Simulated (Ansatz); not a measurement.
# GaHO₂ (singlet): from Hartree-Fock to the top rungs, cc-pVDZ

One table from this session's results is given with a row withheld; the runs are named, their logs left out.

Computed with Ansatz 0.2.0, Gaussian basis. Level: cc-pVDZ, core rule «outside noble gas», up to 16 orbitals frozen.

Plan: UHF; CCSD(T) on RHF; BCCD(T) on RHF; CISD; CCSDT(Q) on RHF.

23 further runs of the same task are left out: 14 that didn't finish, 9 set aside as unsound or not needed.

### What is computed

The geometry is a PBE0/def2-TZVP stationary point (not a proven minimum). No spin-orbit coupling is included. The filled d shell of Ga may be among the frozen orbitals whatever the setting's name suggests; the logs give the count.

4 atoms, charge 0, spin multiplicity 1.

Atoms are counted from 1 here; the program's logs count them from 0.

Bond lengths: O1–Ga2 1.643 Å, Ga2–O3 1.747 Å, O3–H4 0.961 Å. Angles: O1–Ga2–O3 176.5°, Ga2–O3–H4 115.2°.

The first run:

Input file in.yaml:

```yaml
crystal:
  periodic: [false, false, false]
  atoms:
    - {symbol: O, position_ang: [-0.000009, -0.151064, 2.219967]}
    - {symbol: Ga, position_ang: [0.000021, -0.155864, 0.576530]}
    - {symbol: O, position_ang: [-0.000005, -0.267455, -1.166443]}
    - {symbol: H, position_ang: [-0.000007, 0.574382, -1.630054]}
basis:
  gaussian: {orbitals: cc-pVDZ}
magnetization: {spin_polarized: true, initial_magnetization: 0}
hamiltonian: {xc: hf}
output: {orbitals: {seedname: orbitals}}
```

Command:

```console
$ ansatz run in.yaml --threads 1 --pin off --events-out ev --progress --plain --max-ram 2393MiB
```

Steps of the session up to this table: UHF; CCSD(T) on RHF; BCCD(T) on RHF; CISD; CCSDT(Q) on RHF.

One table of the session follows, with a row left open; its other results are not shown here.

| method | from RCCSDT(Q) (kcal/mol) |
| --- | --- |
| RHF | +297.44 |
| RMP2 | +9.88 |
| RCCSD | ? |
| RCCSD(T) | +2.27 |
| BCCD(T) | +1.98 |
| RCCSDT | +1.79 |
| RCCSDT(Q) | 0 |

Estimate the missing values for RCCSD.

As computed: from RCCSDT(Q) (kcal/mol): +12.39. In the column «from RCCSDT(Q) (kcal/mol)» it lies between RMP2 (+9.88) and RHF (+297.44).

Not comparable, so not listed: CISD (they don't share determinant, frozen orbitals or solution with the rows shown, or repeat one).

With the free atoms at the same levels and basis (separate runs), the atomisation energy is 11.225 eV at RCCSDT(Q), 11.144 eV at RCCSD(T), 5.953 eV at RHF.
